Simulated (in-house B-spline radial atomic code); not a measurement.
# Pd²⁺: excited configurations

Wanted: excitation energies of Pd²⁺ as differences of total energies (ΔSCF).

Method: scalar-relativistic (spin-free one-electron X2C) LC-wPBE, spin-polarised, spherical density, exact exchange averaged over the configuration, Fermi nucleus, basis-set limit. Code: in-house B-spline radial atomic code version 1.

## Step 1: The atom as given

* element: palladium (Z = 46)
* charge: +2
* electrons: 44
* configuration: [Kr] 4d8
* Hamiltonian: scalar-relativistic (X2C)
* nucleus: Fermi, rms radius 4.532 fm

Outer shells as boxes (Hund's rule):

[Kr] 4d8
```
[Kr] core
4d [↑↓][↑↓][↑↓][↑ ][↑ ]
```

Where spins are not typed, each open shell is filled with up spins first.

## Step 2: The base configuration

Settings of the run:

```ini
Z = 46
electrons = 44.0
configuration = [Kr] 4d8
hamiltonian = x2c
method = lc_wpbe
spin_polarised = True
nucleus = fermi
rms_radius = 4.5318
mass_number = 106
atomic_mass = 105.903480287
speed_of_light = 137.035999084
exact_exchange = averaged over the configuration
```

Launch:

```
$ python run_scf.py task.json out
```

task.json lists these runs, among others, and the program works through them in turn.

Main fields of the result record, rounded:

```text
{
  "status": "converged",
  "scf [iteration, energy, orbital gradient]": [
    [1, -5034.78431201, 0.439],
    [2, -5038.91686425, 0.401],
    [3, -5043.68961985, 0.0808],
    [4, -5043.87084761, 0.0211],
    [5, -5043.87918283, 0.00856],
    [6, -5043.8805402, 0.00246],
    [7, -5043.88074276, 0.00109],
    [8, -5043.88077225, 6.5e-05],
    [9, -5043.88077233, 6.73e-06],
    [10, -5043.88077233, 7.25e-07],
    [11, -5043.88077233, 4.38e-08]
  ],
  "energy [hartree]": {"total": -5043.88077233, "kinetic": 5268.63330817, "nuclear": -12188.4069413, "coulomb": 2019.8544102, "exact_exchange": -9.33395623821, "xc": -134.627593136},
  "orbitals [hartree, bohr; first row names the columns]": [
    ["name", "occ", "eps", "<r>", "<r^2>", "<1/r>", "r_max"],
    ["1s up", 1.0, -887.75974, 0.031312, 0.0013356, 50.123, 0.020013],
    ["1s down", 1.0, -887.75999, 0.031312, 0.0013356, 50.123, 0.020013],
    ["2s up", 1.0, -130.61033, 0.13789, 0.022477, 11.295, 0.11672],
    ["2s down", 1.0, -130.59723, 0.13788, 0.022476, 11.295, 0.11672],
    ["2p up", 3.0, -117.24817, 0.12039, 0.017716, 10.622, 0.093152],
    ["2p down", 3.0, -117.23847, 0.12038, 0.017714, 10.623, 0.093148],
    ["3s up", 1.0, -24.502229, 0.37902, 0.16451, 3.9019, 0.3419],
    ["3s down", 1.0, -24.49641, 0.37901, 0.16449, 3.9016, 0.34194],
    ["3p up", 3.0, -20.102634, 0.37846, 0.1665, 3.6602, 0.33503],
    ["3p down", 3.0, -20.095752, 0.37842, 0.16645, 3.6599, 0.33508],
    ["3d up", 5.0, -13.096627, 0.35768, 0.15268, 3.4189, 0.28252],
    ["3d down", 5.0, -13.085162, 0.35768, 0.15265, 3.4185, 0.28262],
    ["4s up", 1.0, -4.3009917, 0.94568, 1.0135, 1.4679, 0.85269],
    ["4s down", 1.0, -4.2466736, 0.94434, 1.0109, 1.4711, 0.85162],
    ["4p up", 3.0, -3.0372848, 1.0376, 1.2336, 1.3071, 0.91062],
    ["4p down", 3.0, -2.9713718, 1.0353, 1.2283, 1.311, 0.90885],
    ["4d up", 5.0, -1.2047496, 1.36, 2.2064, 0.9806, 1.0734],
    ["4d down", 3.0, -1.1504143, 1.3728, 2.2581, 0.97503, 1.0725]
  ],
  "sum_r [bohr^k]": {"-1": 269.1411, "1": 26.69297, "2": 30.22485}
}
```

It took 2.3 s on 1 thread, shared host.

## Step 3: [Kr] 4d7 5f1

The settings differ from step 2 so:

```diff
@@ -2,3 +2,3 @@
 electrons = 44.0
-configuration = [Kr] 4d8
+configuration = [Kr] 4d7 5f1
 hamiltonian = x2c
```

Result record:

```text
{
  "status": "converged",
  "scf [iteration, energy, orbital gradient]": [
    [1, -5033.34137147, 0.439],
    [2, -5038.73683891, 0.369],
    [3, -5042.65740913, 0.0863],
    [4, -5042.84706258, 0.0228],
    [5, -5042.85663143, 0.0106],
    [6, -5042.85912707, 0.00258],
    [7, -5042.85932815, 0.000571],
    [8, -5042.85934128, 3.62e-05],
    [9, -5042.85934156, 5.57e-06],
    [10, -5042.85934156, 5.2e-07],
    [11, -5042.85934156, 1.58e-07]
  ],
  "energy [hartree]": {"total": -5042.85934156, "kinetic": 5267.67379165, "nuclear": -12167.5139684, "coulomb": 2000.43951208, "exact_exchange": -9.14956123613, "xc": -134.309115634},
  "orbitals [hartree, bohr; first row names the columns]": [
    ["name", "occ", "eps", "<r>"],
    ["1s up", 1.0, -888.21676, 0.031312],
    ["1s down", 1.0, -888.21716, 0.031312],
    ["2s up", 1.0, -131.07817, 0.13789],
    ["2s down", 1.0, -131.05696, 0.13788],
    ["2p up", 3.0, -117.71465, 0.12039],
    ["2p down", 3.0, -117.69893, 0.12038],
    ["3s up", 1.0, -24.961284, 0.37899],
    ["3s down", 1.0, -24.951851, 0.37897],
    ["3p up", 3.0, -20.562016, 0.37843],
    ["3p down", 3.0, -20.550859, 0.37837],
    ["3d up", 5.0, -13.558491, 0.35761],
    ["3d down", 5.0, -13.539916, 0.35758],
    ["4s up", 1.0, -4.749529, 0.94125],
    ["4s down", 1.0, -4.6609904, 0.93912],
    ["4p up", 3.0, -3.4776659, 1.0277],
    ["4p down", 3.0, -3.3714648, 1.0244],
    ["4d up", 5.0, -1.6109688, 1.2975],
    ["4d down", 2.0, -1.5207739, 1.3098],
    ["5f up", 1.0, -0.19517069, 9.4532]
  ],
  "sum_r [bohr^k]": {"-1": 268.6871, "1": 34.26201, "2": 130.5279},
  "energy_minus_base [hartree]": 1.02143077
}
```

Wall time 3.5 s (1 thread, shared host).

energy_minus_base is the energy less that of the reference run.

## Step 4: Run with [Ar] 3d9 4s2 4p6 4d9

The settings differ from step 3 so:

```diff
@@ -2,3 +2,3 @@
 electrons = 44.0
-configuration = [Kr] 4d7 5f1
+configuration = [Ar] 3d9 4s2 4p6 4d9
 hamiltonian = x2c
```

Result record:

```text
{
  "status": "converged",
  "scf [iteration, energy, orbital gradient]": [
    [1, -5018.20242775, 0.447],
    [2, -5023.96741266, 0.502],
    [3, -5031.28831037, 0.103],
    [4, -5031.60666076, 0.0247],
    [5, -5031.6230175, 0.0109],
    [6, -5031.62450193, 0.0063],
    [7, -5031.62546256, 0.00592],
    [8, -5031.62547543, 0.00585],
    [9, -5031.62548106, 0.00463],
    [10, -5031.62549151, 0.00224],
    [11, -5031.62549456, 0.000837],
    [12, -5031.62549475, 0.000547],
    [13, -5031.62549482, 0.000254],
    [14, -5031.62549484, 0.000124],
    [15, -5031.62549484, 4.48e-05],
    [16, -5031.62549484, 9.81e-06],
    [17, -5031.62549484, 1.72e-05],
    [18, -5031.62549484, 7.23e-07],
    [19, -5031.62549484, 1.8e-08]
  ],
  "energy [hartree]": {"total": -5031.62549484, "kinetic": 5256.72873534, "nuclear": -12137.5540465, "coulomb": 1991.85464984, "exact_exchange": -9.20436383936, "xc": -133.450469698},
  "orbitals [hartree, bohr; first row names the columns]": [
    ["name", "occ", "eps", "<r>"],
    ["1s up", 1.0, -888.89813, 0.031313],
    ["1s down", 1.0, -888.89806, 0.031313],
    ["2s up", 1.0, -131.82353, 0.13786],
    ["2s down", 1.0, -131.74695, 0.13782],
    ["2p up", 3.0, -118.45702, 0.12038],
    ["2p down", 3.0, -118.40012, 0.12033],
    ["3s up", 1.0, -25.319364, 0.37621],
    ["3s down", 1.0, -25.230173, 0.37648],
    ["3p up", 3.0, -20.922043, 0.37486],
    ["3p down", 3.0, -20.830385, 0.3752],
    ["3d up", 5.0, -13.979874, 0.352],
    ["3d down", 4.0, -13.826288, 0.34544],
    ["4s up", 1.0, -4.4427426, 0.9271],
    ["4s down", 1.0, -4.4024499, 0.92811],
    ["4p up", 3.0, -3.149175, 1.0122],
    ["4p down", 3.0, -3.1055766, 1.0134],
    ["4d up", 5.0, -1.2608777, 1.3023],
    ["4d down", 4.0, -1.2741361, 1.3203]
  ],
  "sum_r [bohr^k]": {"-1": 268.0376, "1": 26.92965, "2": 30.16396},
  "energy_minus_base [hartree]": 12.2552775
}
```

Wall time 3.7 s (1 thread, shared host).

## Step 5: Run with [Ar] 3d9 4s2 4p6 4d8 5d1

The settings differ from step 4 so:

```diff
@@ -2,3 +2,3 @@
 electrons = 44.0
-configuration = [Ar] 3d9 4s2 4p6 4d9
+configuration = [Ar] 3d9 4s2 4p6 4d8 5d1
 hamiltonian = x2c
```

Result record:

```text
{
  "status": "converged",
  "scf [iteration, energy, orbital gradient]": [
    [1, -5017.17834649, 0.454],
    [2, -5023.77640231, 0.424],
    [3, -5028.63745526, 0.199],
    [4, -5029.67596632, 0.112],
    [5, -5030.71593299, 0.037],
    [6, -5030.75473941, 0.0109],
    [7, -5030.75995527, 0.00235],
    [8, -5030.76013831, 0.000265],
    [9, -5030.76014121, 7.77e-05],
    [10, -5030.76014137, 1.48e-05],
    [11, -5030.76014138, 1.78e-06],
    [12, -5030.76014138, 7.98e-08]
  ],
  "energy [hartree]": {"total": -5030.76014138, "kinetic": 5255.92285573, "nuclear": -12121.2576392, "coulomb": 1976.61328016, "exact_exchange": -8.92274140977, "xc": -133.115896638},
  "orbitals [hartree, bohr; first row names the columns]": [
    ["name", "occ", "eps", "<r>"],
    ["1s up", 1.0, -889.25506, 0.031313],
    ["1s down", 1.0, -889.25508, 0.031313],
    ["2s up", 1.0, -132.19136, 0.13787],
    ["2s down", 1.0, -132.10579, 0.13782],
    ["2p up", 3.0, -118.82339, 0.12038],
    ["2p down", 3.0, -118.75978, 0.12033],
    ["3s up", 1.0, -25.679445, 0.3762],
    ["3s down", 1.0, -25.586338, 0.37645],
    ["3p up", 3.0, -21.282493, 0.37484],
    ["3p down", 3.0, -21.186163, 0.37515],
    ["3d up", 5.0, -14.342826, 0.35194],
    ["3d down", 4.0, -14.228343, 0.35254],
    ["4s up", 1.0, -4.7947439, 0.92297],
    ["4s down", 1.0, -4.7211464, 0.92352],
    ["4p up", 3.0, -3.4933706, 1.0031],
    ["4p down", 3.0, -3.4111193, 1.0037],
    ["4d up", 5.0, -1.573409, 1.2471],
    ["4d down", 3.0, -1.5064346, 1.2605],
    ["5d up", 1.0, -0.43768315, 4.3834]
  ],
  "sum_r [bohr^k]": {"-1": 267.6835, "1": 29.49994, "2": 47.8875},
  "energy_minus_base [hartree]": 13.1206309
}
```

Run time: 3.2 s. Hardware: 1 thread, shared host.

## Step 6: Run with [Kr] 4d7 5s1

The settings differ from step 5 so:

```diff
@@ -2,3 +2,3 @@
 electrons = 44.0
-configuration = [Ar] 3d9 4s2 4p6 4d8 5d1
+configuration = [Kr] 4d7 5s1
 hamiltonian = x2c
```

Result record:

```text
{
  "status": "converged",
  "scf [iteration, energy, orbital gradient]": [
    [1, -5034.54500703, 0.439],
    [2, -5039.35913225, 0.371],
    [3, -5043.43263525, 0.0806],
    [4, -5043.618337, 0.0273],
    [5, -5043.62863898, 0.00991],
    [6, -5043.63059807, 0.00277],
    [7, -5043.63088767, 0.000712],
    [8, -5043.63089628, 0.000194],
    [9, -5043.63089676, 2.01e-05],
    [10, -5043.63089677, 1.4e-06],
    [11, -5043.63089677, 1.1e-07]
  ],
  "energy [hartree]": {"total": -5043.63089677, "kinetic": 5268.5318302, "nuclear": -12180.1312069, "coulomb": 2011.67829979, "exact_exchange": -9.29272588876, "xc": -134.41709398},
  "orbitals [hartree, bohr; first row names the columns]": [
    ["name", "occ", "eps", "<r>"],
    ["1s up", 1.0, -887.95136, 0.031313],
    ["1s down", 1.0, -887.95038, 0.031313],
    ["2s up", 1.0, -130.81878, 0.13789],
    ["2s down", 1.0, -130.79732, 0.13788],
    ["2p up", 3.0, -117.45495, 0.12039],
    ["2p down", 3.0, -117.43881, 0.12038],
    ["3s up", 1.0, -24.703382, 0.379],
    ["3s down", 1.0, -24.692917, 0.37898],
    ["3p up", 3.0, -20.304139, 0.37845],
    ["3p down", 3.0, -20.291941, 0.37838],
    ["3d up", 5.0, -13.300663, 0.35764],
    ["3d down", 5.0, -13.281294, 0.3576],
    ["4s up", 1.0, -4.4958375, 0.94103],
    ["4s down", 1.0, -4.4055638, 0.93933],
    ["4p up", 3.0, -3.2250957, 1.0309],
    ["4p down", 3.0, -3.116375, 1.0252],
    ["4d up", 5.0, -1.366928, 1.3203],
    ["4d down", 2.0, -1.2702425, 1.3253],
    ["5s up", 1.0, -0.95248619, 2.4918]
  ],
  "sum_r [bohr^k]": {"-1": 268.9623, "1": 27.45803, "2": 33.75889},
  "energy_minus_base [hartree]": 0.249875561
}
```

It took 2.6 s on 1 thread, shared host.

## Step 7: Configuration [Ar] 3d10 4s2 4p5 4d8 4f1

The settings differ from step 6 so:

```diff
@@ -2,3 +2,3 @@
 electrons = 44.0
-configuration = [Kr] 4d7 5s1
+configuration = [Ar] 3d10 4s2 4p5 4d8 4f1
 hamiltonian = x2c
```

Result record:

```text
{
  "status": "converged",
  "scf [iteration, energy, orbital gradient]": [
    [1, -5029.72183595, 0.44],
    [2, -5034.28312512, 0.445],
    [3, -5040.86321256, 0.0703],
    [4, -5041.10032443, 0.0137],
    [5, -5041.11613003, 0.00512],
    [6, -5041.11684006, 0.000714],
    [7, -5041.11687694, 0.00033],
    [8, -5041.11688406, 0.000131],
    [9, -5041.11688474, 6.7e-06],
    [10, -5041.11688475, 2.08e-06],
    [11, -5041.11688475, 1.21e-07]
  ],
  "energy [hartree]": {"total": -5041.11688475, "kinetic": 5265.81149729, "nuclear": -12163.4536345, "coulomb": 1999.62621086, "exact_exchange": -8.92861005234, "xc": -134.172348326},
  "orbitals [hartree, bohr; first row names the columns]": [
    ["name", "occ", "eps", "<r>"],
    ["1s up", 1.0, -888.30053, 0.031312],
    ["1s down", 1.0, -888.29266, 0.031312],
    ["2s up", 1.0, -131.10989, 0.13788],
    ["2s down", 1.0, -131.09028, 0.13787],
    ["2p up", 3.0, -117.75306, 0.12038],
    ["2p down", 3.0, -117.73418, 0.12037],
    ["3s up", 1.0, -24.990831, 0.37895],
    ["3s down", 1.0, -24.976017, 0.37891],
    ["3p up", 3.0, -20.592052, 0.37836],
    ["3p down", 3.0, -20.574911, 0.37831],
    ["3d up", 5.0, -13.585594, 0.35755],
    ["3d down", 5.0, -13.562761, 0.35743],
    ["4s up", 1.0, -4.7455969, 0.93747],
    ["4s down", 1.0, -4.6292685, 0.93687],
    ["4p up", 3.0, -3.4665885, 1.0216],
    ["4p down", 2.0, -3.3527501, 1.0225],
    ["4d up", 5.0, -1.5822816, 1.2798],
    ["4d down", 3.0, -1.4850267, 1.3003],
    ["4f up", 1.0, -0.30110571, 5.4088]
  ],
  "sum_r [bohr^k]": {"-1": 268.5991, "1": 30.35628, "2": 59.72855},
  "energy_minus_base [hartree]": 2.76388758
}
```

It took 2.9 s on 1 thread, shared host.

## Step 8: Configuration [Ar] 3d9 4s2 4p6 4d8 5f1

The settings differ from step 7 so:

```diff
@@ -2,3 +2,3 @@
 electrons = 44.0
-configuration = [Ar] 3d10 4s2 4p5 4d8 4f1
+configuration = [Ar] 3d9 4s2 4p6 4d8 5f1
 hamiltonian = x2c
```

Result record:

```text
{
  "status": "converged",
  "scf [iteration, energy, orbital gradient]": [
    [1, -5016.59797937, 0.459],
    [2, -5023.95363836, 0.464],
    [3, -5030.20077915, 0.105],
    [4, -5030.5010422, 0.0267],
    [5, -5030.51436662, 0.0128],
    [6, -5030.51808379, 0.00316],
    [7, -5030.51840713, 0.000613],
    [8, -5030.51842329, 3.58e-05],
    [9, -5030.5184236, 4.79e-06],
    [10, -5030.51842361, 5.91e-07],
    [11, -5030.51842361, 9.94e-08]
  ],
  "energy [hartree]": {"total": -5030.51842361, "kinetic": 5255.68298788, "nuclear": -12115.7771559, "coulomb": 1971.58998337, "exact_exchange": -8.92337511604, "xc": -133.090863829},
  "orbitals [hartree, bohr; first row names the columns]": [
    ["name", "occ", "eps", "<r>"],
    ["1s up", 1.0, -889.37443, 0.031313],
    ["1s down", 1.0, -889.37447, 0.031313],
    ["2s up", 1.0, -132.31069, 0.13787],
    ["2s down", 1.0, -132.22566, 0.13782],
    ["2p up", 3.0, -118.94283, 0.12038],
    ["2p down", 3.0, -118.87964, 0.12033],
    ["3s up", 1.0, -25.797132, 0.37619],
    ["3s down", 1.0, -25.704255, 0.37644],
    ["3p up", 3.0, -21.400163, 0.37482],
    ["3p down", 3.0, -21.30411, 0.37514],
    ["3d up", 5.0, -14.460622, 0.35192],
    ["3d down", 4.0, -14.3466, 0.35252],
    ["4s up", 1.0, -4.9083594, 0.92278],
    ["4s down", 1.0, -4.8359638, 0.92322],
    ["4p up", 3.0, -3.6066011, 1.0029],
    ["4p down", 3.0, -3.5253771, 1.0032],
    ["4d up", 5.0, -1.6858, 1.2461],
    ["4d down", 3.0, -1.6190876, 1.2574],
    ["5f up", 1.0, -0.19427612, 9.5203]
  ],
  "sum_r [bohr^k]": {"-1": 267.5643, "1": 34.62, "2": 132.0567},
  "energy_minus_base [hartree]": 13.3623487
}
```

It took 3.5 s on 1 thread, shared host.

## Step 9: All configurations in order

| net move | configuration | 2|M_S|+1 | energy above the reference (eV) | largest <r> (bohr) |
| --- | --- | --- | --- | --- |
| 4d → 5s | [Kr] 4d7 5s1 | 5 | 6.799 | 2.49 |
| 4d → 5f | [Kr] 4d7 5f1 | 5 | 27.795 | 9.45 |
| 4p → 4f | [Ar] 3d10 4s2 4p5 4d8 4f1 | 5 | 75.209 | 5.41 |
| 3d → 4d | [Ar] 3d9 4s2 4p6 4d9 | 3 | 333.48 | 1.32 |
| 3d → 5d | [Ar] 3d9 4s2 4p6 4d8 5d1 | 5 | 357.03 | 4.38 |
| 3d → 5f | [Ar] 3d9 4s2 4p6 4d8 5f1 | 5 | 363.61 | 9.52 |

**Reading.** At the bottom stands 4d → 5s (6.799 eV), at the top 3d → 5f (363.61 eV). 4 of them lie more than 60 % above minus the reference's highest level (31.304 eV), in the range where a state can decay by emitting an electron. Two partly filled shells share a symmetry and can mix in the average, which may lower the energy, for: 3d → 4d; 3d → 5d; 3d → 5f. The reference has 2|M_S|+1 = 3; 5 of the configurations differ from it in spin. These are spherical averages at the typed spins, not spectroscopic levels.
